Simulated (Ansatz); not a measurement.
# B2H2OS2: basis-set convergence

An exercise on one series of results from a longer session: the logs are not shown, and one member is left open.

Method: one geometry, several basis sets; program: Ansatz 0.2.0, Gaussian basis.

Levels to be run: PBE0-D4/def2-SVP; ωB97M-V/def2-SVP; PBE0-D4/def2-QZVPP; ωB97M-V/def2-QZVPP; the functionals' def2-TZVPP values are taken from earlier runs.

## Structure used throughout

The geometry comes from an earlier relaxation with PBE0-D4 in a triple-zeta def2 set; it is a stationary point, not always the lowest conformer.

7 atoms, charge 0, spin multiplicity 1.

Atoms are counted from 1 here; the program's logs count them from 0.

Bond lengths: S1–B2 1.781 Å, S1–H6 1.345 Å, B2–O3 1.394 Å, B2–S5 1.841 Å, O3–B4 1.387 Å, B4–S5 1.832 Å, B4–H7 1.189 Å. Angles: B2–S1–H6 94.6°, S1–B2–O3 127.3°, S1–B2–S5 130.2°, O3–B2–S5 102.6°, B2–O3–B4 89.7°, O3–B4–S5 103.3°, O3–B4–H7 125.5°, S5–B4–H7 131.2°, B2–S5–B4 64.5°.

Set-up of the first run:

in.yaml reads:

```yaml
crystal:
  periodic: [false, false, false]
  atoms:
    - {symbol: S, position_ang: [-1.594661, 0.794557, 1.402522]}
    - {symbol: B, position_ang: [-0.211909, 0.312118, 0.389516]}
    - {symbol: O, position_ang: [-0.181402, -0.697276, -0.571372]}
    - {symbol: B, position_ang: [1.146791, -0.395641, -0.834233]}
    - {symbol: S, position_ang: [1.501353, 0.981660, 0.320998]}
    - {symbol: H, position_ang: [-2.432450, -0.120794, 0.882830]}
    - {symbol: H, position_ang: [1.833578, -0.942524, -1.635961]}
basis:
  gaussian: {orbitals: def2-SVP}
hamiltonian: {xc: pbe0, dispersion: d4}
output: {orbitals: {seedname: orbitals}}
```

Among the steps run: PBE0-D4 in def2-SVP; ωB97M-V in def2-SVP; PBE0-D4 in def2-QZVPP; ωB97M-V in def2-QZVPP.

One table of the session follows, with a row left open; its other results are not shown here.

It belongs to the step «Density functionals: the series». 

| functional | basis | HOMO (eV) |
| --- | --- | --- |
| PBE0-D4 | def2-SVP | -7.82 |
| PBE0-D4 | def2-TZVPP | ? |
| PBE0-D4 | def2-QZVPP | -7.94 |
| ωB97M-V | def2-SVP | -9.89 |
| ωB97M-V | def2-TZVPP | -10.02 |
| ωB97M-V | def2-QZVPP | -10.05 |

**Question.** Estimate the row for PBE0-D4, def2-TZVPP.

As computed: HOMO (eV): -7.91. In the column «HOMO (eV)» it lies between PBE0-D4, def2-QZVPP (-7.94) and PBE0-D4, def2-SVP (-7.82).
